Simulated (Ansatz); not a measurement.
# Ge5Br: the cost of one run

Method: DFT PBE, scalar-relativistic, plane waves, PAW, in Ansatz 0.2.0.

## (1) The starting structure

It takes space group Cmmm (No. 65, orthorhombic). The conventional cell has a = 4.461 Å, b = 13.093 Å, c = 4.454 Å, α = 90.00°, β = 90.00°, γ = 90.00°. Ge (site symmetry m2m) is surrounded by 10 Ge at 3.09 to 3.18 Å and 2 Br at 3.09 Å. Around Ge (site symmetry mmm) lie 8 Ge at 3.09 to 3.11 Å and 4 Br at 3.15 Å. Ge (site symmetry m2m) has 2 Br at 3.11 Å and 10 Ge at 3.11 to 3.16 Å as nearest neighbours. Br (site symmetry mmm) is surrounded by 12 Ge at 3.09 to 3.15 Å.

Coordinates:

```
CELL_PARAMETERS angstrom
2.23029 -6.54647 0.00000
2.23029 6.54647 0.00000
0.00000 0.00000 4.45421
ATOMIC_POSITIONS crystal
Ge 0.33658 0.66342 0.00000
Ge 0.66342 0.33658 0.00000
Ge 0.50000 0.50000 0.50000
Ge 0.83417 0.16583 0.50000
Ge 0.16583 0.83417 0.50000
Br 0.00000 0.00000 0.00000
```

The cell is invented: species swapped into a database cell of HfPd5 (Cmmm, No. 65), with Br on the Hf sites and Ge on the Pd sites. Lengths come from tabulated atomic sizes and are only a guess.

## (2) A first look at the guess

Input file input.yaml:

```yaml
crystal:
  lattice:
    - [2.23029263, -6.54647205, 0.0]
    - [2.23029263, 6.54647205, 0.0]
    - [0.0, 0.0, 4.45421281]
  atoms:
    - { symbol: Ge, position: [0.33658183, 0.66341817, 0.0] }
    - { symbol: Ge, position: [0.66341817, 0.33658183, 0.0] }
    - { symbol: Ge, position: [0.5, 0.5, 0.5] }
    - { symbol: Ge, position: [0.83416557, 0.16583443, 0.5] }
    - { symbol: Ge, position: [0.16583443, 0.83416557, 0.5] }
    - { symbol: Br, position: [0.0, 0.0, 0.0] }
basis:
  ecutwfc: 420
kpoints:
  mp_grid: { grid: [4, 4, 4] }
hamiltonian:
  xc: pbe
scf:
  occupations: { method: gaussian, width: 0.1 }
  lower_state_search: "off"
output:
  forces: true
  stress: true
  eigenvalues: true
```

Launch:

```
$ ansatz run input.yaml --threads 1 --pin off --max-ram 2560MiB --backend cpu --events-out ev --progress --plain --runs-dir out
```

What time and memory should one allow on 1 thread of Intel Xeon Platinum 8259CL at 2.50GHz (Skylake/Cascade Lake), shared host?

About 11 s, with a peak of 0.48 GiB.
